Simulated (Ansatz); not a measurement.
## CaPb₃, space group Pm-3m: an equation of state with a fit, step by step

Computed with Ansatz 0.2.0, Python API.

At the Python prompt:
```pycon
>>> import warnings
>>> import ansatz as az
>>> import numpy as np
>>> from scipy.optimize import curve_fit
>>> VECTORS = np.array([
...     [4.891, 0.0, 0.0],
...     [0.0, 4.891, 0.0],
...     [0.0, 0.0, 4.891],
... ])
>>> SITES = [
...     ("Ca", [0.0, 0.0, 0.0]),
...     ("Pb", [0.0, 0.5, 0.5]),
...     ("Pb", [0.5, 0.0, 0.5]),
...     ("Pb", [0.5, 0.5, 0.0]),
... ]
>>> def make_crystal(cell):
...     crystal = az.Crystal(lattice=az.Lattice.of(cell))
...     for symbol, position in SITES:
...         crystal = crystal.atom(symbol, position)
...     return crystal
...
>>> def vinet(v, e0, v0, b0, b1):
...     eta = (v / v0) ** (1 / 3)
...     return e0 + 2 * b0 * v0 / (b1 - 1) ** 2 * (2 - (5 + 3 * b1 * (eta - 1) - 3 * eta) * np.exp(-1.5 * (b1 - 1) * (eta - 1)))
...
>>> warnings.simplefilter("ignore", az.DeckWarning)
>>> # scale the volume, keep shape and fractions
>>> volumes, energies, pressures = [], [], []
>>> for scale in np.linspace(0.88, 1.12, 7):
...     cell = VECTORS * scale ** (1 / 3)
...     job = (
...         make_crystal(cell).calculation()
...         .functional("LDA")
...         .basis(17 * az.Ha)
...         .occupations("cold", width=100 * az.meV)
...         .kpoints(5, 5, 5)
...         .stress()
...     )
...     report = job.run(threads=1).report
...     volumes.append(abs(np.linalg.det(cell)) / len(SITES))
...     energies.append(report["free_energy_ev"] / len(SITES))
...     pressures.append(np.trace(report["stress_gpa"]) / 3)
...     print(f"V = {volumes[-1]:8.4f} A^3/atom  F = {energies[-1]:.5f} eV/atom  P = {pressures[-1]:8.3f} GPa")
...
V =  25.7404 A^3/atom  F = -9145.24891 eV/atom  P =    4.499 GPa
V =  26.9104 A^3/atom  F = -9145.27145 eV/atom  P =    1.760 GPa
V =  28.0805 A^3/atom  F = -9145.27587 eV/atom  P =   -0.465 GPa
V =  29.2505 A^3/atom  F = -9145.26581 eV/atom  P =   -2.220 GPa
V =  30.4205 A^3/atom  F = -9145.24435 eV/atom  P =   -3.603 GPa
V =  31.5905 A^3/atom  F = -9145.21391 eV/atom  P =   -4.690 GPa
V =  32.7605 A^3/atom  F = -9145.17643 eV/atom  P =   -5.540 GPa
>>> guess = (min(energies), volumes[int(np.argmin(energies))], 0.5, 4.5)
>>> (e0, v0, b0, b1), _ = curve_fit(vinet, np.array(volumes), np.array(energies), p0=guess, maxfev=20000)
>>> print(f"Vinet fit: V0 = {v0:.4f} A^3/atom, B0 = {160.21766 * b0:.1f} GPa, B1 = {b1:.2f}")
Vinet fit: V0 = 27.8120 A^3/atom, B0 = 49.3 GPa, B1 = 4.51
>>> print("largest residual", round(1000 * float(np.abs(vinet(np.array(volumes), e0, v0, b0, b1) - energies).max()), 3), "meV/atom")
largest residual 0.017 meV/atom
```

A third-order Birch-Murnaghan fit through the 7 points (the script's own form differs a little) has its minimum at 27.81 Å³ an atom, 4.9 % below the typed cell, with a bulk modulus of 49 GPa and dB/dP = 4.6. From that minimum the energy rises by 27.3 meV an atom on the compressed side and 99.8 meV on the expanded side.

Absolute energies stand on the zero of these potentials, so only differences at equal settings mean something. The mesh is modest for a metal, so energies can be off by several to tens of meV an atom and pressures by half a GPa or more; differences at equal mesh fare better. Pressure is positive in compression. Spin-orbit coupling, which matters for elements this heavy, is left out. The structure is a deposited one; some such entries were measured under pressure or heat, so a shift against it needn't be the functional's error alone. Finished in 14 s on 1 thread of Intel(R) Xeon(R) Processor @ 2.30GHz (shared host), peak memory 0.6 GiB.
